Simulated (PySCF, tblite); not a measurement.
# C4H10F2O2Si2: geometry, infrared bands and NMR shifts

Aim: predict the infrared bands and NMR shifts of C4H10F2O2Si2 (`C[Si@]1(CC(F)F)CO[SiH2]O1`).

Computed with tblite 0.8.0 and PySCF 2.14.0, with density-fitted response routines of our own, on a single molecule in the gas phase. Atoms are numbered from 0 throughout.

## (1) The starting structure

20 atoms, charge 0, multiplicity 1; geometry from: force field or distance geometry start.

Bonds of the start (Å): C0–Si1 1.83, Si1–C2 1.86, C2–C3 1.51, C3–F4 1.38, C3–F5 1.38, Si1–C6 1.87, C6–O7 1.37, O7–Si8 1.72, Si8–O9 1.74, O9–Si1 1.71, C0–H10 1.11, C0–H11 1.11, C0–H12 1.11, C2–H13 1.10, C2–H14 1.09, C3–H15 1.14, C6–H16 1.12, C6–H17 1.12, Si8–H18 1.45, Si8–H19 1.47.

## (2) Optimising the geometry with GFN2-xTB

The job: settings as JSON, then the geometry in Å.

```
{"job": {"kind": "relax", "xc": "GFN2-xTB", "basis": "xTB"}, "charge": 0, "multiplicity": 1}
C     -0.711700     1.950900    -0.700200
Si     0.107400     0.402700    -0.178000
C     -1.110000    -0.847600     0.453700
C     -2.085300    -1.219500    -0.632400
F     -1.387400    -1.784100    -1.682100
F     -2.864700    -0.157800    -1.042500
C      1.360600     0.648000     1.185500
O      2.617500     0.367700     0.704200
Si     2.448800    -0.740200    -0.598100
O      1.041900    -0.217900    -1.473300
H     -0.280900     2.819700    -0.155000
H     -0.540300     2.148700    -1.782300
H     -1.804600     1.931700    -0.506100
H     -1.674700    -0.353700     1.262400
H     -0.634200    -1.752600     0.842600
H     -2.774100    -2.008600    -0.183900
H      1.343600     1.716700     1.528200
H      1.106900    -0.041200     2.031200
H      3.639700    -0.770600    -1.427100
H      2.196300    -2.081700    -0.059300
```

Command:

```console
$ OMP_NUM_THREADS=1 python probes_run.py task.json out
```

The driver reads the jobs from task.json and runs them one after another.

**Question.** This job is followed by: GFN2-xTB harmonic vibrations, gas phase; GIAO PBE0/pcSseg-1 NMR shielding, non-relativistic, gas phase. What will the session give for the following? strongest single infrared mode (GFN2-xTB); zero-point energy (GFN2-xTB); 13C shifts against TMS (PBE0/pcSseg-1); 1H shifts against TMS (PBE0/pcSseg-1, means over atoms taken as alike); 29Si shifts against TMS (PBE0/pcSseg-1); 19F shifts against CFCl3 (PBE0/pcSseg-1); 17O shifts against H2O (PBE0/pcSseg-1).

The runs gave:

```
                                                              quantity                                               value
                             strongest single infrared mode (GFN2-xTB)                               2342 cm⁻¹, 427 km/mol
                                          zero-point energy (GFN2-xTB)                                       87.5 kcal/mol
                                13C shifts against TMS (PBE0/pcSseg-1)                          122.5, 58.8, 28.7, 2.6 ppm
1H shifts against TMS (PBE0/pcSseg-1, means over atoms taken as alike)  6.44, 5.00, 4.98, 4.01, 4.00, 1.59, 1.39, 0.48 ppm
                               29Si shifts against TMS (PBE0/pcSseg-1)                                     13.7, -12.8 ppm
                              19F shifts against CFCl3 (PBE0/pcSseg-1)                                  -122.8, -123.2 ppm
                                17O shifts against H2O (PBE0/pcSseg-1)                                      72.8, 16.7 ppm
```

In words: The optimisation took 256 steps and gained 1.256 eV; among the close pairs (by a distance rule), O7–Si8 changed most, from 1.718 to 1.623 Å. No mode is imaginary among the 54: a minimum at this level. The strongest single mode, at 2342 cm⁻¹, moves mainly H19 and H18. GFN2-xTB is a fitted tight-binding method: band positions and strengths are rough. Its intensities can rank the bands wrongly. H15 (hydrogen on an sp3 CH bonded to 2 F) lies farthest downfield among hydrogen, at 6.44 ppm; its carbon carries F, hence the downfield position. At PBE0/pcSseg-1: The widest tensor belongs to F4: span 182 ppm, with a paramagnetic part of -181 ppm.
